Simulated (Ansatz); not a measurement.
# AlH₃ + CH₄O: a complex and its separated parts

Aim: how far the complex at one end of a reaction step lies below its separated, relaxed parts, level by level.

Method: PBE0-D4/def2-TZVP structures, single points in def2-TZVPP, no counterpoise correction; program: Ansatz 0.2.0, Gaussian basis.

Levels: SPW92, PBE-D4, BLYP-D4, r2SCAN-D4, B97M-V, PBE0-D4, B3LYP-D4, r2SCAN0-D4, BHLYP-D4, CAM-B3LYP-D4, wB97X-V, wB97M-V, B2PLYP, PBE-QIDH, RPA on PBE, Hartree-Fock, MP2, CCSD, CCSD(T).

Correlated methods freeze the cores. B3LYP uses VWN-RPA correlation. B2PLYP carries no dispersion term here.

94 further runs of the same task are left out: 94 set aside as unsound or not needed.

**1. The system as given**

The complex: 10 atoms, charge 0, spin multiplicity 1.

Atoms are counted from 1 here; the program's logs count them from 0.

Bond lengths: Al1–H2 1.600 Å, Al1–H3 1.597 Å, Al1–H4 1.605 Å, Al1–O6 1.989 Å, H5–O6 0.963 Å, O6–C7 1.434 Å, C7–H8 1.088 Å, C7–H9 1.091 Å, C7–H10 1.090 Å. Angles: H2–Al1–H3 120.1°, H2–Al1–H4 117.2°, H2–Al1–O6 96.2°, H3–Al1–H4 116.6°, H3–Al1–O6 99.5°, H4–Al1–O6 99.4°, Al1–O6–H5 112.3°, Al1–O6–C7 119.2°, H5–O6–C7 111.0°, O6–C7–H8 106.1°, O6–C7–H9 110.6°, O6–C7–H10 109.6°, H8–C7–H9 109.6°, H8–C7–H10 109.7°, H9–C7–H10 111.1°.

As a file:

| atom | x (Å) | y (Å) | z (Å) |
| --- | --- | --- | --- |
| Al1 | -0.95140 | 0.13269 | -1.25888 |
| H2 | -0.24700 | 0.68605 | -2.58508 |
| H3 | -1.44748 | -1.38404 | -1.18976 |
| H4 | -1.75224 | 1.19206 | -0.35831 |
| H5 | 1.33082 | 0.69782 | -0.36214 |
| O6 | 0.71286 | -0.01742 | -0.18036 |
| C7 | 0.61475 | -0.26712 | 1.22813 |
| H8 | -0.04086 | -1.12875 | 1.33770 |
| H9 | 0.17943 | 0.59190 | 1.74121 |
| H10 | 1.60123 | -0.50319 | 1.62749 |

Its parts: AlH₃ holds atoms 1, 2, 3, 4; CH₄O holds atoms 5, 6, 7, 8, 9, 10. Each part counts its atoms afresh in its own runs.

**2. Relaxing AlH₃ alone**

Input file relax-a/in.yaml:

```yaml
crystal:
  periodic: [false, false, false]
  atoms:
    - {symbol: Al, position_ang: [-0.951403, 0.132692, -1.258879]}
    - {symbol: H, position_ang: [-0.247003, 0.686045, -2.585081]}
    - {symbol: H, position_ang: [-1.447478, -1.384041, -1.189762]}
    - {symbol: H, position_ang: [-1.752243, 1.192062, -0.358312]}
basis:
  gaussian: {orbitals: def2-TZVP}
hamiltonian: {xc: pbe0, dispersion: d4}
relax: {f_tol: 0.005, max_steps: 200}
```

Run with:

```console
> ansatz run in.yaml --threads 2 --pin off --events-out ev --progress --plain --max-ram 4352MiB
```

The runs that follow: Relaxing CH₄O alone; SPW92/def2-TZVPP; PBE-D4/def2-TZVPP; BLYP-D4/def2-TZVPP; r2SCAN-D4/def2-TZVPP; B97M-V/def2-TZVPP; PBE0-D4/def2-TZVPP; B3LYP-D4/def2-TZVPP; r2SCAN0-D4/def2-TZVPP; BHLYP-D4/def2-TZVPP; CAM-B3LYP-D4/def2-TZVPP; wB97X-V/def2-TZVPP; wB97M-V/def2-TZVPP; B2PLYP/def2-TZVPP; PBE-QIDH/def2-TZVPP; RPA on PBE/def2-TZVPP; CCSD(T)/def2-TZVPP; Vibrations of AlH₃; Vibrations of CH₄O.

Before running it: what results should come out? Wanted: complex less parts, CCSD(T)/def2-TZVPP; with zero-point energy; largest T1 diagnostic.

**Answer**, as computed:

| quantity | value |
| --- | --- |
| complex less parts, CCSD(T)/def2-TZVPP | -1.058 eV |
| with zero-point energy | -0.941 eV |
| largest T1 diagnostic | 0.009 |

**Reading.** At CCSD(T) the complex lies 1.058 eV below its parts. Among the functionals PBE0-D4 lands nearest to CCSD(T) (-0.008 eV) and SPW92 farthest (-0.233 eV). Mean unsigned error by rung: LDA 0.233, GGA 0.060, meta-GGA 0.046, hybrid 0.037, range-separated hybrid 0.019, double hybrid 0.043 eV. PBE-D4 gives a relative energy 0.032 eV too high, inside chemical accuracy (1 kcal/mol, 0.043 eV). No counterpoise was applied, and triple zeta lacks some correlation, so the CCSD(T) reference has a basis error of its own, and close matches with it are partly luck.
